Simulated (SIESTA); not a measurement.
**Na in SIESTA: convergence with vacuum**

Input of the first run (vacuum 6); the others differ in this setting and in those tied to it:

Contents of run.py:

```python
from ase import Atoms
from ase.calculators.siesta import Siesta
from ase.units import Ry, GPa

atoms = Atoms(
    ['Na', 'Na', 'Na', 'Na', 'Na'],
    cell=[
        [3.77658216, 0.0, 0.0],
        [0.0, 3.77658216, 0.0],
        [0.0, 0.0, 16.5491],
    ],
    scaled_positions=[
        [0.5, 0.5, 0.1812787402],
        [0.0, 0.0, 0.3406394716],
        [0.5, 0.5, 0.500000203],
        [0.0, 0.0, 0.6593609344],
        [0.5, 0.5, 0.8187216658],
    ],
    pbc=True,
)

fdf = {
    'SCFMustConverge': False,
    'OccupationFunction': 'FD',
    'ElectronicTemperature': '0.05 eV',
    'Slab.DipoleCorrection': 'vacuum',
    'MaxSCFIterations': '120',
    'SCF.Mixer.Method': 'Pulay',
    'SCF.Mixer.Weight': '0.25',
    'SCF.Mixer.History': '8',
    'SCF.DM.Tolerance': '5.0e-05',
    'SCF.H.Tolerance': '1.0e-03 eV',
    'WriteForces': 'true',
    'Charge.Mulliken': 'end',
    'PAO.Basis': ['Na.1 4', 'n=2 0 2', '  2.937 0.000', 'n=3 0 2', '  9.500 0.000', 'n=2 1 2', '  3.448 0.000', 'n=3 1 1', '  9.500'],
}
calc = Siesta(
    label="Na",
    command="siesta < PREFIX.fdf > PREFIX.out",
    pseudo_path="pseudos",
    pseudo_qualifier="",
    xc=('LDA', 'PW92'),
    basis_set="DZP",
    mesh_cutoff=800 * Ry,
    energy_shift=0.003 * Ry,
    kpts=[5, 5, 1],
    spin="non-polarized",
    fdf_arguments=fdf,
)
atoms.calc = calc

print(f"energy = {atoms.get_potential_energy():.6f} eV")
free = atoms.get_potential_energy(force_consistent=True)
print(f"free energy = {free:.6f} eV")
print("forces (eV/A):")
print(atoms.get_forces(apply_constraint=False).round(6))
print("stress (GPa, Voigt order, tension positive):", (atoms.get_stress() / GPa).round(4))
```

Potentials or basis: PseudoDojo 0.4 standard (LDA files), DZP (energy shift 0.003 Ry; two zetas on semicore shells).

Command:

```console
$ python run.py
```

Hardware: 1 thread of Arm Neoverse V2, on a shared host.

| vacuum | energy less the tightest run, at zero smearing (meV/atom) | largest force (eV/Å) | SCF cycles | CPU time (s) | peak memory (GiB) |
| --- | --- | --- | --- | --- | --- |
| 6 | 0.97 | 0.063 | 10 | 55 | 0.65 |
| 8 | 1.33 | 0.064 | 10 | 55 | 0.65 |
| 10 | 0.00 | 0.058 | 9 | 53 | 0.68 |
| 12 | 0.00 | 0.058 | 11 | 58 | 0.67 |
| 15 | 0.00 | 0.058 | 11 | 60 | 0.71 |
| 20 | 0.00 | 0.058 | 11 | 62 | 0.74 |

Against the tightest run, the energy stays within 1 meV/atom from 10 on; the largest force stays within 0.005 eV/Å from 10 on. The tightest run that finished is the yardstick and may itself not be fully converged.

Caveat, for the tightest run too: the basis of atomic orbitals isn't converged, which shifts pressures, moduli and gaps.
